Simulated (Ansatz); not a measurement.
# Li3Mg, space group Pmm2: a comparison of functionals at one structure

With Ansatz's Python interface.

`li3mg.vasp`
```text
Li3Mg
1.0
   3.05125523    0.00000000    0.00000000
   0.00000000    5.05526712    0.00000000
   0.00000000    0.00000000    5.27694310
Li Mg
3 1
Direct
   0.00000000    0.00000000    0.99452550
   0.50000000    0.00000000    0.49340361
   0.50000000    0.50000000    0.83600699
   0.00000000    0.50000000    0.34273090
```

Run as a notebook:

In [1]:
```python
import ansatz as az
from ase.io import read
from tabulate import tabulate
```

In [2]:
```python
atoms = read('li3mg.vasp', format='vasp')
system = az.Crystal.from_ase(atoms)

calculation = system.calculation()
calculation = calculation.occupations('fermi_dirac').kpoints(8, 5, 5)
calculation = calculation.stress()
```

In [3]:
```python
rows = []
for value in ['blyp', 'pbesol', 'lda']:
    report = calculation.functional(value).run().report
    rows.append((value, report['free_energy_ev'] / len(report['lattice']['sites']), report['n_iterations'], sum(report['stress_gpa'][i][i] for i in range(3)) / 3, report['n_kpoints']))
```
```text
DeckWarning: basis.ecutwfc = 420 eV, auto-derived from the records' recommended cutoffs: set by Li (normal level)
```

In [4]:
```python
print(tabulate(rows, headers=['functional', 'F/atom (eV)', 'iterations', 'P (GPa)', 'k-points'], floatfmt='.4f', tablefmt='github'))
```
```text
| functional   |   F/atom (eV) |   iterations |   P (GPa) |   k-points |
|--------------|---------------|--------------|-----------|------------|
| blyp         |     -635.4580 |            7 |    0.1923 |         45 |
| pbesol       |     -630.3022 |            6 |   -0.0826 |         45 |
| lda          |     -626.6760 |            6 |   -1.1415 |         45 |
```

From lowest to highest: LDA (-1.1 GPa), PBEsol (-0.1 GPa) and BLYP (0.2 GPa). At a fixed cell a lower pressure usually means a smaller equilibrium volume, so LDA prefers the smallest cell and BLYP the largest.

BLYP can be off by several per cent in the lattices of metals, and by several GPa in the pressure at a fixed cell. The mesh is modest for a metal, so energies can be off by several to tens of meV an atom and pressures by half a GPa or more; differences at equal mesh fare better. Pressure is positive in compression. This cell is a computed structure, which may not be the phase found in nature. Warnings are shown shortened and without file and line. Total energies of different functionals can't be compared; pressures, moments and gaps at this one structure can. The whole script took 10 s on 1 thread of Arm Neoverse V2 (shared host), peak memory 0.47 GiB.
